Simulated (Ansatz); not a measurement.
**CH3F2Si (SMILES C[Si](F)F): levels of theory compared**

Wanted: a comparison of 6 runs (UB3LYP/6-311+G**, UBHLYP/6-311+G**, UBLYP/6-311+G**, UPBE/6-311+G**, UPBE0/6-311+G**, UCCSD(T)/6-311+G**) of CH3F2Si. 

Program for the calculation: Ansatz 0.2.0.

34 further runs of the same task are left out: 34 set aside as unsound or not needed.

## 1. Starting point

The species is CH3F2Si (7 atoms), meant as a doublet with charge 0. SMILES: `C[Si](F)F`. One bond was lengthened or shortened from a relaxed shape.

Bond lengths: C1–Si2 2.139 Å, Si2–F3 1.598 Å, Si2–F4 1.598 Å, C1–H5 1.091 Å, C1–H6 1.091 Å, C1–H7 1.094 Å. Angles: C1–Si2–F3 108.7°, C1–Si2–F4 108.7°, F3–Si2–F4 106.1°, Si2–C1–H5 110.5°, Si2–C1–H6 110.5°, Si2–C1–H7 108.7°, H5–C1–H6 109.0°, H5–C1–H7 109.0°, H6–C1–H7 109.0°.

## 2. A single-point energy at UB3LYP/6-311+G(d,p) (run 1)

File input.yaml:

```yaml
crystal:
  periodic: [false, false, false]
  atoms:
    - {symbol: C, position_ang: [-0.433116, 0.956941, -0.243878]}
    - {symbol: Si, position_ang: [0.785100, -0.790400, -0.045500]}
    - {symbol: F, position_ang: [1.077400, -1.037600, 1.505800]}
    - {symbol: F, position_ang: [-0.050900, -2.056800, -0.546000]}
    - {symbol: H, position_ang: [-0.698116, 1.121741, -1.289378]}
    - {symbol: H, position_ang: [0.093784, 1.835641, 0.131422]}
    - {symbol: H, position_ang: [-1.348716, 0.814241, 0.338322]}
basis:
  gaussian:
    orbitals: 6-311+G_st__st_-spherical.json
magnetization:
  spin_polarized: true
  initial_magnetization: 1
hamiltonian:
  xc: {name: B3LYP}
accuracy: high
output: {orbitals: {seedname: orbitals}}
```

The basis set 6-311+G** is read from a file made from the Basis Set Exchange's data (not shown).

Started as:

```
$ ansatz run input.yaml --threads 1 --pin off --max-ram 3480MiB --events-out events.jsonl --progress --plain --runs-dir runs
```

Output:

```text
Warning: RAYON_NUM_THREADS=1 ignored (pool sized by the plan → 1); use --threads N
Functional definition: B3LYP
  name "B3LYP"
  parameter a0 = 0.2
  parameter ax = 0.72
  parameter ac = 0.81
  exchange = (1 - a0 - ax)*slater_x + ax*b88_x + a0*exact_x
  correlation = (1 - ac)*vwn_rpa_c + ac*lyp_c
2121 factors; integrals over basis functions are off by at most 5.6e-9 eV
mean field evaluation 1: about -14391.7445 eV, gradient 5.1e1 eV
mean field evaluation 2: about -14379.1980 eV, gradient 7.3e1 eV
mean field evaluation 4: about -14401.7942 eV, gradient 4.7e0 eV
mean field evaluation 8: about -14401.9799 eV, gradient 1.4e-1 eV
mean field evaluation 16: about -14401.9801 eV, gradient 2.4e-4 eV
mean field -14401.98007875 eV, -529.2630058814 hartree, gradient 4.7e-8 eV, S^2 0.753449; 0 other end points of the search recorded, 0 dependent functions left out
reference -14401.98012345 eV, -529.2630075241 hartree; 21, 20 occupied and 93, 94 virtual orbitals, 2121 factors
Total energy: -14401.98012345 eV, -529.2630075241 hartree
```

Run time: 14 s. Hardware: 1 thread of Arm Neoverse V2, shared host; peak memory 0.49 GiB.

## 3. The energy at UBHLYP/6-311+G(d,p) (run 2)

File run.yaml:

```yaml
crystal:
  periodic: [false, false, false]
  atoms:
    - {symbol: C, position_ang: [-0.433116, 0.956941, -0.243878]}
    - {symbol: Si, position_ang: [0.785100, -0.790400, -0.045500]}
    - {symbol: F, position_ang: [1.077400, -1.037600, 1.505800]}
    - {symbol: F, position_ang: [-0.050900, -2.056800, -0.546000]}
    - {symbol: H, position_ang: [-0.698116, 1.121741, -1.289378]}
    - {symbol: H, position_ang: [0.093784, 1.835641, 0.131422]}
    - {symbol: H, position_ang: [-1.348716, 0.814241, 0.338322]}
basis:
  gaussian:
    orbitals: 6-311+G_st__st_-spherical.json
magnetization:
  spin_polarized: true
  initial_magnetization: 1
hamiltonian:
  xc: {name: BHLYP}
accuracy: high
output:
  orbitals: {seedname: orbitals}
```

The basis set 6-311+G** is read from a file made from the Basis Set Exchange's data (not shown).

Started as:

```
$ ansatz run run.yaml --threads 1 --pin off --max-ram 3480MiB --events-out events.jsonl --progress --plain --runs-dir runs
```

Output:

```text
Warning: RAYON_NUM_THREADS=1 ignored (pool sized by the plan → 1); use --threads N
Functional definition: BHLYP
  name "BHLYP"
  parameter a = 0.5
  exchange = (1 - a)*b88_x + a*exact_x
  correlation = lyp_c
2121 factors; integrals over basis functions are off by at most 5.6e-9 eV
mean field evaluation 1: about -14392.1276 eV, gradient 4.1e1 eV
mean field evaluation 2: about -14391.7576 eV, gradient 4.4e1 eV
mean field evaluation 4: about -14398.5215 eV, gradient 1.8e0 eV
mean field evaluation 8: about -14398.5915 eV, gradient 8.7e-2 eV
mean field evaluation 16: about -14398.5916 eV, gradient 1.6e-4 eV
mean field -14398.59158715 eV, -529.1384811118 hartree, gradient 4.1e-8 eV, S^2 0.756745; 0 other end points of the search recorded, 0 dependent functions left out
reference -14398.59161798 eV, -529.1384822447 hartree; 21, 20 occupied and 93, 94 virtual orbitals, 2121 factors
Total energy: -14398.59161798 eV, -529.1384822447 hartree
```

Wall time 14 s (1 thread of Arm Neoverse V2, shared host); peak memory 0.49 GiB.

Runs 3 to 5 aren't shown in full; the table further down has their settings and results.

## 4. The energy at UCCSD(T)/6-311+G(d,p) (run 6)

Changes to run.yaml since step 3:

```diff
@@ -11,11 +11,6 @@
 basis:
-  gaussian:
-    orbitals: 6-311+G_st__st_-spherical.json
-magnetization:
-  spin_polarized: true
-  initial_magnetization: 1
-hamiltonian:
-  xc: {name: BHLYP}
+  gaussian: {orbitals: 6-311+G_st__st_-spherical.json}
+magnetization: {spin_polarized: true, initial_magnetization: 1}
+correlation: {method: ccsd_t, frozen_orbitals: {C: 1, F: 1, H: 0, Si: 5}}
 accuracy: high
-output:
-  orbitals: {seedname: orbitals}
+scf: {omitted_lower_state_checks: [cluster_reference, increment]}
```

The basis set 6-311+G** is read from a file made from the Basis Set Exchange's data (not shown).

Started as:

```
$ ansatz run run.yaml --threads 1 --pin off --max-ram 3480MiB --events-out events.jsonl --progress --plain --runs-dir runs
```

Output:

```text
Warning: RAYON_NUM_THREADS=1 ignored (pool sized by the plan → 1); use --threads N
[... 11 lines left out ...]
8 core orbitals not correlated: weight in the atoms' cores, before any rotation towards them, 1.000 or more for the frozen orbitals, at most 0.000 for the correlated occupied ones
[... 26 lines left out ...]
Total energy: -14374.74867570 eV, -528.2622702773 hartree
Checks for a lower state left out: cluster_reference, increment
```

Wall time 3 min (1 thread of Arm Neoverse V2, shared host); peak memory 2.2 GiB.

## 5. All runs side by side

```tsv
run	level	frozen core orbitals	energy (Eh)	HOMO energy (eV)	LUMO energy (eV)	⟨S²⟩	wall time
1	UB3LYP/6-311+G**	–	-529.263008	-6.53	-3.45	0.753	14 s
2	UBHLYP/6-311+G**	–	-529.138482	-7.89	-2.28	0.757	14 s
3	UBLYP/6-311+G**	–	-529.208019	-5.38	-4.00	0.752	11 s
4	UPBE/6-311+G**	–	-528.845580	-5.57	-3.93	0.752	10 s
5	UPBE0/6-311+G**	–	-528.873198	-6.81	-3.01	0.754	13 s
6	UCCSD(T)/6-311+G**	8	-528.262270	–	–	0.764	3 min
```

## 6. Summary of results

| quantity | value |
| --- | --- |
| run 6: total energy | -528.26227 Eh |
| run 6: correlation energy (8 core orbitals frozen) | -684.9 mEh |
| run 6: (T) correction | -18.25 mEh |
| run 6: ⟨S²⟩ of the reference determinant | 0.764 |
| run 6: T1 diagnostic | 0.015 |

In words: Totals of different functionals can't be ranked against each other. All runs together took 4 min, the longest 3 min.
